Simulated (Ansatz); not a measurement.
**C2H8InN: shape, modes and thermochemistry**

Aim: relax C2H8InN from a cheap starting geometry, check the end point by its vibrations and derive ideal-gas thermochemistry, and look at its orbitals and charge.

Program: Ansatz 0.2.0, Gaussian basis. Level of theory: RKS PBE0-D4/def2-TZVP. These are calculated values, not measurements.

Levels to be run: relaxation at PBE0-D4/def2-TZVP; harmonic vibrations at the same level; a single point in def2-TZVPP for the fields.

**1. The starting structure**

SMILES `[CH3][In]([CH3])[NH2]`, 12 atoms, charge 0, spin multiplicity 1.

Atoms are counted from 1 here; the program's logs count them from 0.

Bond lengths: C1–In2 2.234 Å, C1–H5 1.089 Å, C1–H6 1.089 Å, C1–H7 1.088 Å, In2–C3 2.234 Å, In2–N4 2.053 Å, C3–H8 1.089 Å, C3–H9 1.088 Å, C3–H10 1.088 Å, N4–H11 1.014 Å, N4–H12 1.014 Å. Angles: In2–C1–H5 109.6°, In2–C1–H6 110.6°, In2–C1–H7 108.6°, H5–C1–H6 108.9°, H5–C1–H7 109.6°, H6–C1–H7 109.5°, C1–In2–C3 129.8°, C1–In2–N4 114.8°, C3–In2–N4 114.8°, In2–C3–H8 110.3°, In2–C3–H9 108.2°, In2–C3–H10 110.3°, H8–C3–H9 109.2°, H8–C3–H10 109.1°, H9–C3–H10 109.7°, In2–N4–H11 116.2°, In2–N4–H12 116.1°, H11–N4–H12 106.8°.

Geometry (Å):

```mol
C2H8InN
  3D, bonds by distance, orders not assigned

 12 11  0  0  0  0  0  0  0  0999 V2000
   -0.6997    1.8034   -1.0233 C   0  0
   -0.0771   -0.0890   -0.0117 In  0  0
    1.5497   -0.4459    1.4768 C   0  0
   -0.9532   -1.7906   -0.7553 N   0  0
    0.1821    2.3453   -1.3604 H   0  0
   -1.2620    2.4357   -0.3383 H   0  0
   -1.3222    1.5515   -1.8797 H   0  0
    1.1451   -0.4385    2.4876 H   0  0
    1.9876   -1.4211    1.2731 H   0  0
    2.3138    0.3240    1.3931 H   0  0
   -1.8898   -1.6843   -1.1291 H   0  0
   -0.9744   -2.5906   -0.1328 H   0  0
  1  2  8  0
  2  3  8  0
  2  4  8  0
  1  5  8  0
  1  6  8  0
  1  7  8  0
  3  8  8  0
  3  9  8  0
  3 10  8  0
  4 11  8  0
  4 12  8  0
M  END
```

The start is a GFN2-xTB geometry. In takes the def2 core potential; no spin-orbit term is included.

**2. Optimising with PBE0-D4/def2-TZVP**

in.yaml

```yaml
crystal:
  periodic: [false, false, false]
  atoms:
    - {symbol: C, position_ang: [-0.699750, 1.803380, -1.023260]}
    - {symbol: In, position_ang: [-0.077120, -0.088970, -0.011690]}
    - {symbol: C, position_ang: [1.549660, -0.445900, 1.476800]}
    - {symbol: N, position_ang: [-0.953180, -1.790560, -0.755290]}
    - {symbol: H, position_ang: [0.182120, 2.345270, -1.360400]}
    - {symbol: H, position_ang: [-1.261970, 2.435740, -0.338340]}
    - {symbol: H, position_ang: [-1.322170, 1.551500, -1.879690]}
    - {symbol: H, position_ang: [1.145130, -0.438450, 2.487650]}
    - {symbol: H, position_ang: [1.987650, -1.421080, 1.273110]}
    - {symbol: H, position_ang: [2.313850, 0.324020, 1.393100]}
    - {symbol: H, position_ang: [-1.889780, -1.684340, -1.129140]}
    - {symbol: H, position_ang: [-0.974440, -2.590610, -0.132850]}
basis:
  gaussian: {orbitals: def2-TZVP}
hamiltonian: {xc: pbe0, dispersion: d4}
relax: {f_tol: 0.005, max_steps: 150}
```

The run is started by

```sh
ansatz run in.yaml --threads 4 --pin off --events-out ev --progress --plain --max-ram 10444MiB
```

Further steps of the session: Harmonic vibrations; A single point for the fields.

Q: Predict the results of all the runs planned. Wanted: point group; shift from the start; total energy; dispersion term; dipole moment; lowest, highest wavenumber; zero-point energy; HOMO, LUMO.

The runs gave:

| quantity | value |
| --- | --- |
| point group | C1 |
| steps | 22 |
| shift from the start (rms) | 0.245 Å |
| total energy | -8865.6453 eV |
| dispersion term | -165 meV |
| dipole moment | 0.27 D |
| lowest, highest wavenumber | 27, 3708 cm⁻¹ |
| zero-point energy | 250.0 kJ/mol |
| entropy at 298.15 K | 400.5 J/(mol K) |
| HOMO, LUMO | -6.55, -0.33 eV |

What this shows: The relaxed geometry lies 0.25 Å (rms) from the start; the bond that changed most is C1–In2, from 2.234 to 2.149 Å. No mode is imaginary: a true minimum at this level. The stiffest mode, 3708 cm⁻¹, is an N–H stretch, and 6 modes under 200 cm⁻¹ make the vibrational entropy uncertain. Harmonic hybrid wavenumbers usually lie a few per cent above measured fundamentals. The largest Mulliken charge, +0.83 e, sits on In2. The HOMO lies mostly on N4 72 %; H11, H12 about 10 % each and the LUMO on In2 49 %; N4 10 %.
